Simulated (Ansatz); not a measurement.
# C2H6GeO: one species, many methods

An exercise on one series of results from a longer session: the logs are not shown, and one member is left open.

Method: functionals in def2-TZVPP, the program's frozen cores in correlated methods; program: Ansatz 0.2.0, Gaussian basis.

Plan: PBE-D4, r2SCAN-D4, PBE0-D4, B3LYP-D4, ωB97X-V, ωB97M-V, B2PLYP; CCSD(T)/def2-TZVPP; MP2/def2-QZVPP; extrapolation to the limit.

## The relaxed structure

The geometry comes from an earlier relaxation with PBE0-D4 in a triple-zeta def2 set; it is a stationary point, not always the lowest conformer.

SMILES `O=C[CH2][GeH3]`, 10 atoms, charge 0, spin multiplicity 1.

Atoms are counted from 1 here; the program's logs count them from 0.

Bond lengths: O1–C2 1.203 Å, C2–C3 1.484 Å, C2–H5 1.113 Å, C3–Ge4 1.981 Å, C3–H6 1.093 Å, C3–H7 1.091 Å, Ge4–H8 1.537 Å, Ge4–H9 1.536 Å, Ge4–H10 1.533 Å. Angles: O1–C2–C3 124.8°, O1–C2–H5 120.3°, C3–C2–H5 115.0°, C2–C3–Ge4 109.8°, C2–C3–H6 110.9°, C2–C3–H7 110.7°, Ge4–C3–H6 106.6°, Ge4–C3–H7 107.9°, H6–C3–H7 110.8°, C3–Ge4–H8 109.4°, C3–Ge4–H9 108.2°, C3–Ge4–H10 109.1°, H8–Ge4–H9 109.6°, H8–Ge4–H10 110.0°, H9–Ge4–H10 110.5°.

Geometry (Å):

```xyz
10
charge 0, multiplicity 1
O    -1.8607    0.8535   -1.2699
C    -0.6737    0.6711   -1.2038
C     0.1334    0.7931    0.0353
Ge    0.4036   -0.9976    0.8382
H    -0.1035    0.3582   -2.1066
H     1.1275    1.1900   -0.1840
H    -0.3784    1.4165    0.7697
H     1.0471   -1.9302   -0.2000
H     1.3406   -0.8451    2.0451
H    -0.9527   -1.5607    1.2789
```

Set-up of the first run:

in.yaml

```yaml
crystal:
  periodic: [false, false, false]
  atoms:
    - {symbol: O, position_ang: [-1.860749, 0.853534, -1.269876]}
    - {symbol: C, position_ang: [-0.673743, 0.671129, -1.203772]}
    - {symbol: C, position_ang: [0.133385, 0.793105, 0.035320]}
    - {symbol: Ge, position_ang: [0.403599, -0.997573, 0.838204]}
    - {symbol: H, position_ang: [-0.103487, 0.358203, -2.106627]}
    - {symbol: H, position_ang: [1.127522, 1.190027, -0.184000]}
    - {symbol: H, position_ang: [-0.378437, 1.416454, 0.769713]}
    - {symbol: H, position_ang: [1.047089, -1.930210, -0.199980]}
    - {symbol: H, position_ang: [1.340613, -0.845135, 2.045102]}
    - {symbol: H, position_ang: [-0.952694, -1.560732, 1.278916]}
basis:
  gaussian: {orbitals: def2-TZVPP}
hamiltonian: {xc: pbe, dispersion: d4}
output: {forces: true, orbitals: {seedname: orbitals}}
```

The run is started by

```sh
$ ansatz run in.yaml --threads 4 --pin off --events-out ev --progress --plain --max-ram 10444MiB
```

Among the steps run: PBE-D4 (GGA); r2SCAN-D4 (meta-GGA); PBE0-D4 (hybrid); B3LYP-D4 (hybrid); ωB97X-V (range-separated); ωB97M-V (range-separated); B2PLYP (double hybrid); CCSD(T) in def2-TZVPP; MP2 in def2-QZVPP.

One table of the session follows, with a row left open; its other results are not shown here.

| method | atomisation energy (kJ/mol) |
| --- | --- |
| PBE-D4 | 3653.5 |
| r2SCAN-D4 | 3599.3 |
| PBE0-D4 | 3584.4 |
| B3LYP-D4 | 3579.8 |
| ωB97X-V | 3599.6 |
| ωB97M-V | 3583.4 |
| B2PLYP | 3550.1 |
| HF/def2-TZVPP | 2585.4 |
| MP2/def2-TZVPP | ? |
| CCSD/def2-TZVPP | 3460.7 |
| CCSD(T)/def2-TZVPP | 3515.8 |
| MP2/CBS | 3633.0 |
| CCSD(T)/CBS | 3592.8 |

Q: Estimate the row for MP2/def2-TZVPP from the others.

**Answer.** atomisation energy (kJ/mol): 3556.0. In the column «atomisation energy (kJ/mol)» it lies between B2PLYP (3550.1) and B3LYP-D4 (3579.8).

Among the levels timed on like hardware and quicker than the yardstick, those that no quicker one beats, quickest first: PBE-D4 (1.8 s, +60.7 kJ/mol); PBE0-D4 (2.1 s, -8.5 kJ/mol); r2SCAN-D4 (3.4 s, +6.5 kJ/mol).

B2PLYP carry no dispersion term (for B3LYP, D4 adds 27.8 kJ/mol).

To keep in mind: Free atoms (1 O, 2 C, 1 Ge, 6 H) were run apart at each level; the atomisation energy is their sum less the molecule, without zero-point or spin-orbit terms.
